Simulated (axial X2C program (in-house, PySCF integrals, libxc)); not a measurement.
**A two-component session on CsMo: properties at the nuclei**

Wanted for CsMo: properties at the nuclei, at the two-component level.

Method: two-component X2C with atomic mean-field terms, Cs dyall-cv3z, Mo dyall-cv3z; program: an in-house X2C program for linear molecules on PySCF integrals.

All values are calculated.

## (1) The job

File task.json:

```json
{
 "zs": [
  55,
  42
 ],
 "q": 0,
 "bas": [
  "dyall-cv3z",
  "dyall-cv3z"
 ],
 "r0": 3.7,
 "levels": [
  "PBE0",
  "HF",
  "BHandHLYP",
  "r2SCAN",
  "BP86"
 ],
 "nst": 2
}
```

Keys: zs atomic numbers; q charge; bas basis sets; r0 starting distance in Å; levels methods (HF also brings MP2); nst determinants followed.

Launch:

```bash
$ python soeom.py task.json out
```

Further steps of the session: Expectation values, lowest determinant; Expectation values, a higher determinant.

Before running it: what results should come out? Wanted: lowest determinant; Eeff magnitude; Ws magnitude Cs; A∥/gI Cs; qzz Cs; higher determinant (for each run or level that gives them).

**Answer**, as computed:

| quantity | value |
| --- | --- |
| lowest determinant | Ω = 5/2 (excess of +ω over −ω: ω = 5/2) |
| Eeff magnitude (GV/cm), PBE0 | 0.217 |
| Ws magnitude Cs (kHz), PBE0 | 0.182 |
| A∥/gI Cs (MHz), PBE0 | -292 |
| qzz Cs (a.u.), PBE0 | -0.27 |
| higher determinant | Ω = 7/2 (excess of +ω over −ω: 2 × ω = 1/2, ω = 5/2) |
| Eeff magnitude (GV/cm), PBE0, higher determinant | 2.2 |
| Ws magnitude Cs (kHz), PBE0, higher determinant | 0.365 |
| A∥/gI Cs (MHz), PBE0, higher determinant | 435 |
| qzz Cs (a.u.), PBE0, higher determinant | -0.07 |

In words: In the first state, the effective field runs from 0.1 to 0.854 GV/cm over the mean-field levels, so the levels don't agree on it. The expectation values come from single determinants, which for open shells can mix terms of unlike spin or miss the lowest Ω, so a determinant need not be a state. Eeff is the effective electric field on the electron dipole moment in this Ω state and Ws the scalar–pseudoscalar constant (defined with the proton number Z and per Ω); A∥ is the parallel hyperfine constant, which follows by multiplying with the nuclear g factor gI = μI/(I μN); qzz is the electric field gradient, eQq0 = 234.96 MHz × Q/barn × qzz; μ is positive if Mo is the positive end. The operators were transformed with the bare-nucleus X2C matrices.
